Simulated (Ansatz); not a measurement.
# C2H3AlF2: a ladder of functionals and wavefunction methods

An exercise on one series of results from a longer session: the logs are not shown, and one member is left open.

Computed with Ansatz 0.2.0, Gaussian basis. Level: functionals in def2-TZVPP, the program's frozen cores in correlated methods.

The runs, in order: LDA (SPW92), PBE-D4, revPBE-D4, BLYP-D4, r2SCAN-D4, B97M-V, PBE0-D4, B3LYP-D4, r2SCANh-D4, r2SCAN0-D4, HSE06-D4, BHLYP-D4, CAM-B3LYP-D4, LC-ωPBE, ωB97X-V, ωB97M-V, B2PLYP, PBE-QIDH; CCSD(T)/def2-SVP; CCSD(T)/def2-TZVPP; MP2/def2-QZVPP; extrapolation to the limit; RPA on PBE.

## Structure used throughout

An earlier PBE0-D4 in a triple-zeta def2 set relaxation fixed the geometry.

8 atoms, charge 0, spin multiplicity 1.

Atoms are counted from 1 here; the program's logs count them from 0.

Bond lengths: F1–C2 1.315 Å, C2–F3 1.314 Å, C2–C4 1.323 Å, C4–Al5 1.928 Å, C4–H6 1.086 Å, Al5–H7 1.584 Å, Al5–H8 1.582 Å. Angles: F1–C2–F3 108.2°, F1–C2–C4 126.1°, F3–C2–C4 125.6°, C2–C4–Al5 124.4°, C2–C4–H6 113.4°, Al5–C4–H6 122.2°, C4–Al5–H7 117.5°, C4–Al5–H8 120.5°, H7–Al5–H8 122.0°.

Set-up of the first run:

The input, in.yaml:

```yaml
crystal:
  periodic: [false, false, false]
  atoms:
    - {symbol: F, position_ang: [1.337697, -0.238157, 2.225363]}
    - {symbol: C, position_ang: [0.666568, -0.429616, 1.110776]}
    - {symbol: F, position_ang: [0.523735, -1.724198, 0.934507]}
    - {symbol: C, position_ang: [0.211116, 0.513581, 0.302290]}
    - {symbol: Al, position_ang: [-0.768827, 0.176592, -1.322996]}
    - {symbol: H, position_ang: [0.442092, 1.519233, 0.640545]}
    - {symbol: H, position_ang: [-1.240482, 1.431461, -2.166965]}
    - {symbol: H, position_ang: [-1.079799, -1.305996, -1.779321]}
basis:
  gaussian: {orbitals: def2-TZVPP}
hamiltonian: {xc: lda}
output: {orbitals: {seedname: orbitals}}
```

Started as:

```sh
> ansatz run in.yaml --threads 2 --pin off --events-out ev --progress --plain --max-ram 4352MiB
```

Among the steps run: LDA; PBE-D4 (GGA); revPBE-D4 (GGA); BLYP-D4 (GGA); r2SCAN-D4 (meta-GGA); B97M-V (meta-GGA); B3LYP-D4 (hybrid); r2SCANh-D4 (hybrid); r2SCAN0-D4 (hybrid); HSE06-D4 (hybrid); BHLYP-D4 (hybrid); CAM-B3LYP-D4 (range-separated); LC-ωPBE (range-separated); ωB97X-V (range-separated); ωB97M-V (range-separated); B2PLYP (double hybrid); PBE-QIDH (double hybrid).

One of the session's tables, all rows but one given; the rest of the session is left out.

It belongs to the step «Orbital energies across the functionals». 

```
  functional  HOMO (eV)  LUMO (eV)  gap (eV)
 LDA (SPW92)      -6.95      -2.77      4.18
      PBE-D4      -6.73      -2.51      4.23
   revPBE-D4      -6.65      -2.39      4.26
     BLYP-D4          ?          ?         ?
   r2SCAN-D4      -6.98      -2.23      4.75
      B97M-V      -7.03      -2.39      4.64
     PBE0-D4      -7.96      -1.74      6.21
    B3LYP-D4      -7.73      -1.97      5.76
  r2SCANh-D4      -7.43      -1.96      5.47
  r2SCAN0-D4      -8.13      -1.57      6.55
    HSE06-D4      -7.55      -2.11      5.44
    BHLYP-D4      -9.04      -0.97      8.07
CAM-B3LYP-D4      -9.30      -0.83      8.47
     LC-ωPBE     -10.66       0.27     10.92
     ωB97X-V     -10.27       0.18     10.45
     ωB97M-V     -10.18      -0.06     10.12
```

Q: Estimate the row for BLYP-D4 from the others.

Worked estimate for «HOMO (eV)». Against the share of exact exchange, B3LYP-D4 (0.2, -7.73), BHLYP-D4 (0.5, -9.04) give a slope of -4.37 per unit share; at 0 the line stands at -6.86.

The run gave: HOMO (eV): -6.59; LUMO (eV): -2.40; gap (eV): 4.18. In «HOMO (eV)» the line misses by -0.27.
